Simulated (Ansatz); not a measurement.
**CdS: a strain scan**

Aim: for CdS, strain the cell along the Voigt pattern (1, 1, 0, 0, 0, 0).

Computed with Ansatz 0.2.0 (DFT r2SCAN, scalar-relativistic, plane waves, PAW, unless a step's input says otherwise).

**1. The structure to begin with**

Symmetry: P6_3mc, No. 186, hexagonal system. The conventional cell has a = 4.135 Å, b = 4.135 Å, c = 6.749 Å, α = 90.00°, β = 90.00°, γ = 120.00°. Around Cd (site symmetry 3m) lie 4 S at 2.51 to 2.60 Å. S (site symmetry 3m) is surrounded by 4 Cd at 2.51 to 2.60 Å.

Structure file:

```cif
data_structure
_symmetry_space_group_name_H-M 'P 1'
_symmetry_Int_Tables_number 1
_cell_length_a 4.1348
_cell_length_b 4.1348
_cell_length_c 6.7490
_cell_angle_alpha 90.000
_cell_angle_beta 90.000
_cell_angle_gamma 120.000
_cell_volume 99.93
loop_
_atom_site_label
_atom_site_type_symbol
_atom_site_fract_x
_atom_site_fract_y
_atom_site_fract_z
_atom_site_occupancy
Cd1 Cd 0.33333 0.66667 0.00000 1
Cd2 Cd 0.66667 0.33333 0.50000 1
S1 S 0.33333 0.66667 0.38500 1
S2 S 0.66667 0.33333 0.88500 1
```

No relaxation comes first: the listed cell is the starting point.

**2. Zero of energy**

The reference gives a free energy of -18351.2092 eV, pressure 1.15 GPa, largest force 0.262 eV/Å and gap on the mesh 1.69 eV. It was computed beforehand with the settings of the runs below.

**3. Next: a strain scan**

The cell is strained by ε times the Voigt pattern (1, 1, 0, 0, 0, 0) (xx, yy, zz, yz, xz, xy; engineering shear), with fractional coordinates fixed (clamped ions). The stress on the pattern is the sum of the stress components weighted by it, tension positive.

**4. Point ε = -0.1000**

input.yaml reads:

```yaml
crystal:
  lattice:
    - [3.7213192831, 0.0, 0.0]
    - [-1.8606596415, 3.2227570347, 0.0]
    - [0.0, 0.0, 6.749]
  atoms:
    - { symbol: Cd, position: [0.3333333333, 0.6666666667, 0.0] }
    - { symbol: Cd, position: [0.6666666667, 0.3333333333, 0.5] }
    - { symbol: S, position: [0.3333333333, 0.6666666667, 0.385] }
    - { symbol: S, position: [0.6666666667, 0.3333333333, 0.885] }
basis:
  ecutwfc: 500
kpoints:
  mp_grid: { grid: [12, 12, 4] }
hamiltonian:
  xc: r2scan
scf:
  occupations: { method: gaussian, width: 0.05 }
output:
  forces: true
  stress: true
  eigenvalues: true
```

Started as:

```bash
ansatz run input.yaml --threads 1 --pin off --max-ram 2560MiB --backend cpu --events-out ev --progress --plain --runs-dir out
```

The log of the run, shortened:

```text
Warning: RAYON_NUM_THREADS=1 ignored (pool sized by the plan → 1); use --threads N
[...]
Pseudopotentials: kind: paw
Pseudopotential: Cd, paw, valence charge 20, recommended cutoff 500 eV (meta_gga), Cd.paw.azcp
Pseudopotential: S, paw, valence charge 6, recommended cutoff 500 eV (meta_gga), S.paw.azcp
Functional definition: r2SCAN
[...]
Crystal: 4 atoms, lattice volume = 80.940 Å³
Basis set: ecut = 500 eV, 2029 PW (Γ), exchange–correlation on 120×120×200 points (64 copies of the dense FFT grid, shifted against one another)
Bands: 32, of which v1, the nominal top of the filled ones, is band 26 counted from 1 (25 counted from 0)
Symmetry: 12 space group operations
Space group: P63mc (ITA 186), of the structure as read, at distance tolerance 4.3e-5 Å
k-points: 57 of 576 (time reversal used)
[...]
SCF iter   1: F=—  HF=-18349.353999 eV  |F-HF|=—  |Δ(HF+E_count)|=         —  Δρ=6.63e-3  dr2=2.06e-2  dr2_τ=5.04e-2  ethr=1.77e-3  ⟨swp⟩=6.4  Hψ=7816  notcnv=0  defer=2
[...]
SCF iter   6: F=-18349.401898 eV  HF=-18349.401898 eV  |F-HF|=4.94e-8  |Δ(HF+E_count)|=   8.13e-7  Δρ=9.65e-6  dr2=7.57e-8  dr2_τ=1.15e-8  ethr=1.92e-10  ⟨swp⟩=6.5  Hψ=8167  notcnv=0
[...]
SCF converged after 6 iterations
Free energy (F): -18349.401898 eV
[...]
E sigma→0 (E₀):  -18349.401898 eV
Fermi energy:    11.025980 eV
[...]
--- Forces (eV/Å), atoms counted from 1 ---
  atom   1  Cd     0.00000000     0.00000000     2.05189065
  atom   2  Cd    -0.00000000    -0.00000000     2.05189065
  atom   3  S     -0.00000000    -0.00000000    -2.05182198
  atom   4  S      0.00000000    -0.00000000    -2.05182198
[...]
--- Stress (GPa, compression-positive) ---
       35.041818      -0.000000       0.000000
       -0.000000      35.041818       0.000000
        0.000000       0.000000       8.630161
  P = ⅓ Tr σ = 26.2379 GPa (262.379 kbar)
--- Band table (eV; the first three rows and the last of 57) ---
[...]
```

It took 22 s on 1 thread of Arm Neoverse V2, shared host; peak memory 0.53 GiB.

**5. Point ε = 0.0750**

Changes to input.yaml since step 4:

```diff
@@ -2,4 +2,4 @@
   lattice:
-    - [3.7213192831, 0.0, 0.0]
-    - [-1.8606596415, 3.2227570347, 0.0]
+    - [4.4449091437, 0.0, 0.0]
+    - [-2.2224545718, 3.8494042359, 0.0]
     - [0.0, 0.0, 6.749]
```

Started as:

```bash
ansatz run input.yaml --threads 1 --pin off --max-ram 2560MiB --backend cpu --events-out ev --progress --plain --runs-dir out
```

The log of the run, shortened:

```text
Warning: RAYON_NUM_THREADS=1 ignored (pool sized by the plan → 1); use --threads N
[...]
[... 4 set-up lines as earlier in the session ...]
[...]
Crystal: 4 atoms, lattice volume = 115.477 Å³
Basis set: ecut = 500 eV, 2923 PW (Γ), exchange–correlation on 144×144×200 points (64 copies of the dense FFT grid, shifted against one another)
Bands: 32, of which v1, the nominal top of the filled ones, is band 26 counted from 1 (25 counted from 0)
[... 1 set-up line as earlier in the session ...]
Space group: P63mc (ITA 186), of the structure as read, at distance tolerance 4.9e-5 Å
k-points: 57 of 576 (time reversal used)
[...]
SCF iter   1: F=—  HF=-18350.880503 eV  |F-HF|=—  |Δ(HF+E_count)|=         —  Δρ=5.68e-3  dr2=1.93e-2  dr2_τ=2.94e-2  ethr=1.77e-3  ⟨swp⟩=6.4  Hψ=7481  notcnv=0
[...]
SCF iter   7: F=-18350.897128 eV  HF=-18350.897128 eV  |F-HF|=4.49e-9  |Δ(HF+E_count)|=   1.05e-7  Δρ=1.68e-6  dr2=4.09e-9  dr2_τ=3.28e-10  ethr=1.92e-10  ⟨swp⟩=8.1  Hψ=7362  notcnv=0
[...]
SCF converged after 7 iterations
Free energy (F): -18350.897128 eV
[...]
E sigma→0 (E₀):  -18350.897128 eV
Fermi energy:    5.367329 eV
[...]
--- Forces (eV/Å), atoms counted from 1 ---
  atom   1  Cd    -0.00000000    -0.00000000    -0.07197723
  atom   2  Cd     0.00000000     0.00000000    -0.07197723
  atom   3  S     -0.00000000    -0.00000000     0.07196310
  atom   4  S      0.00000000     0.00000000     0.07196310
[...]
--- Stress (GPa, compression-positive) ---
       -6.864928       0.000000      -0.000000
        0.000000      -6.864928      -0.000000
       -0.000000      -0.000000      -3.480263
  P = ⅓ Tr σ = -5.7367 GPa (-57.367 kbar)
--- Band table (eV; the first three rows and the last of 57) ---
[...]
```

Run time: 36 s. Hardware: 1 thread of Arm Neoverse V2, shared host; peak memory 0.66 GiB.

**6. Point ε = -0.0500**

Changes to input.yaml since step 5:

```diff
@@ -2,4 +2,4 @@
   lattice:
-    - [4.4449091437, 0.0, 0.0]
-    - [-2.2224545718, 3.8494042359, 0.0]
+    - [3.9280592432, 0.0, 0.0]
+    - [-1.9640296216, 3.4017990922, 0.0]
     - [0.0, 0.0, 6.749]
```

Started as:

```bash
ansatz run input.yaml --threads 1 --pin off --max-ram 2560MiB --backend cpu --events-out ev --progress --plain --runs-dir out
```

The log of the run, shortened:

```text
[...]
SCF converged after 6 iterations
Free energy (F): -18350.760016 eV
[...]
E sigma→0 (E₀):  -18350.760016 eV
Fermi energy:    9.069267 eV
[...]
--- Forces (eV/Å), atoms counted from 1 ---
  atom   1  Cd    -0.00000000    -0.00000000     0.88001284
  atom   2  Cd     0.00000000     0.00000000     0.88001284
  atom   3  S      0.00000000    -0.00000000    -0.88000243
  atom   4  S      0.00000000     0.00000000    -0.88000243
[...]
--- Stress (GPa, compression-positive) ---
       14.080224       0.000000       0.000000
       -0.000000      14.080224       0.000000
        0.000000       0.000000       3.023557
  P = ⅓ Tr σ = 10.3947 GPa (103.947 kbar)
--- Band table (eV; the first three rows and the last of 57) ---
[...]
```

It took 26 s on 1 thread of Arm Neoverse V2, shared host; peak memory 0.55 GiB.

**7. Point ε = 0.0250**

Changes to input.yaml since step 6:

```diff
@@ -2,4 +2,4 @@
   lattice:
-    - [3.9280592432, 0.0, 0.0]
-    - [-1.9640296216, 3.4017990922, 0.0]
+    - [4.2381691835, 0.0, 0.0]
+    - [-2.1190845917, 3.6703621784, 0.0]
     - [0.0, 0.0, 6.749]
```

Started as:

```bash
ansatz run input.yaml --threads 1 --pin off --max-ram 2560MiB --backend cpu --events-out ev --progress --plain --runs-dir out
```

The log of the run, shortened:

```text
Warning: RAYON_NUM_THREADS=1 ignored (pool sized by the plan → 1); use --threads N
[...]
[... 4 set-up lines as earlier in the session ...]
[...]
Crystal: 4 atoms, lattice volume = 104.985 Å³
Basis set: ecut = 500 eV, 2671 PW (Γ), exchange–correlation on 128×128×200 points (64 copies of the dense FFT grid, shifted against one another)
Bands: 32, of which v1, the nominal top of the filled ones, is band 26 counted from 1 (25 counted from 0)
[... 1 set-up line as earlier in the session ...]
Space group: P63mc (ITA 186), of the structure as read, at distance tolerance 4.7e-5 Å
k-points: 57 of 576 (time reversal used)
[...]
SCF iter   1: F=—  HF=-18351.184383 eV  |F-HF|=—  |Δ(HF+E_count)|=         —  Δρ=5.86e-3  dr2=1.88e-2  dr2_τ=3.11e-2  ethr=1.77e-3  ⟨swp⟩=6.3  Hψ=7401  notcnv=0
[...]
SCF iter   7: F=-18351.205350 eV  HF=-18351.205350 eV  |F-HF|=2.50e-9  |Δ(HF+E_count)|=   6.25e-8  Δρ=1.92e-6  dr2=4.70e-9  dr2_τ=6.77e-10  ethr=1.92e-10  ⟨swp⟩=7.9  Hψ=7299  notcnv=0
[...]
SCF converged after 7 iterations
Free energy (F): -18351.205350 eV
[...]
E sigma→0 (E₀):  -18351.205350 eV
Fermi energy:    6.650500 eV
[...]
--- Forces (eV/Å), atoms counted from 1 ---
  atom   1  Cd    -0.00000000    -0.00000000     0.09051338
  atom   2  Cd     0.00000000     0.00000000     0.09051338
  atom   3  S     -0.00000000    -0.00000000    -0.09051064
  atom   4  S      0.00000000     0.00000000    -0.09051064
[...]
--- Stress (GPa, compression-positive) ---
       -1.966332       0.000000       0.000000
        0.000000      -1.966332       0.000000
        0.000000       0.000000      -1.650660
  P = ⅓ Tr σ = -1.8611 GPa (-18.611 kbar)
--- Band table (eV; the first three rows and the last of 57) ---
[...]
```

It took 32 s on 1 thread of Arm Neoverse V2, shared host; peak memory 0.59 GiB.

**8. ε = 0.1000**

Changes to input.yaml since step 7:

```diff
@@ -2,4 +2,4 @@
   lattice:
-    - [4.2381691835, 0.0, 0.0]
-    - [-2.1190845917, 3.6703621784, 0.0]
+    - [4.5482791237, 0.0, 0.0]
+    - [-2.2741395619, 3.9389252647, 0.0]
     - [0.0, 0.0, 6.749]
```

Started as:

```bash
ansatz run input.yaml --threads 1 --pin off --max-ram 2560MiB --backend cpu --events-out ev --progress --plain --runs-dir out
```

The log of the run, shortened:

```text
Warning: RAYON_NUM_THREADS=1 ignored (pool sized by the plan → 1); use --threads N
[...]
[... 4 set-up lines as earlier in the session ...]
[...]
Crystal: 4 atoms, lattice volume = 120.911 Å³
Basis set: ecut = 500 eV, 3067 PW (Γ), exchange–correlation on 144×144×200 points (64 copies of the dense FFT grid, shifted against one another)
Bands: 32, of which v1, the nominal top of the filled ones, is band 26 counted from 1 (25 counted from 0)
[... 2 set-up lines as earlier in the session ...]
k-points: 57 of 576 (time reversal used)
[...]
SCF iter   1: F=—  HF=-18350.623487 eV  |F-HF|=—  |Δ(HF+E_count)|=         —  Δρ=5.62e-3  dr2=2.00e-2  dr2_τ=2.89e-2  ethr=1.77e-3  ⟨swp⟩=6.5  Hψ=7546  notcnv=0
[...]
SCF iter   7: F=-18350.638792 eV  HF=-18350.638792 eV  |F-HF|=5.42e-9  |Δ(HF+E_count)|=   1.30e-7  Δρ=2.03e-6  dr2=7.28e-9  dr2_τ=4.57e-10  ethr=1.92e-10  ⟨swp⟩=8.0  Hψ=7515  notcnv=0
[...]
SCF converged after 7 iterations
Free energy (F): -18350.638792 eV
[...]
E sigma→0 (E₀):  -18350.638792 eV
Fermi energy:    4.787090 eV
[...]
--- Forces (eV/Å), atoms counted from 1 ---
  atom   1  Cd     0.00000000     0.00000000    -0.08839564
  atom   2  Cd     0.00000000    -0.00000000    -0.08839564
  atom   3  S     -0.00000000     0.00000000     0.08837867
  atom   4  S      0.00000000    -0.00000000     0.08837867
[...]
--- Stress (GPa, compression-positive) ---
       -8.271610       0.000000      -0.000000
        0.000000      -8.271610       0.000000
       -0.000000       0.000000      -4.167029
  P = ⅓ Tr σ = -6.9034 GPa (-69.034 kbar)
--- Band table (eV; the first three rows and the last of 57) ---
[...]
```

Run time: 36 s. Hardware: 1 thread of Arm Neoverse V2, shared host; peak memory 0.66 GiB.

**9. The scan collected**

The scan, with free energies counted from the undisturbed cell:

```tsv
ε	ΔE (meV/atom)	stress on the pattern (GPa)	pressure (GPa)	gap on the mesh (eV)
-0.1000	451.8	-70.08	26.2	1.72
-0.0500	112.3	-28.16	10.4	1.80
0.0000	0.0	-3.86	1.1	1.69
0.0250	1.0	3.93	-1.9	1.55
0.0750	78.0	13.73	-5.7	1.26
0.1000	142.6	16.54	-6.9	1.15
```

**10. What came out**

| quantity | value |
| --- | --- |
| slope of the stress at ε = 0, from the points at -0.0500, 0 and 0.0250 | 370 GPa |

The slope of the stress at zero strain, 370 GPa, estimates C11 + C22 + 2 C12 with clamped ions in this Cartesian frame; letting the atoms relax could not make it stiffer. The step is wide, so higher orders mix in. The reference stands under 1.1 GPa, so this is no zero-stress constant. No sampled point lies below the undisturbed cell. Compression costs more than tension: 451.8 against 142.6 meV/atom at the ends. The gap on the mesh stays between 1.15 and 1.80 eV.
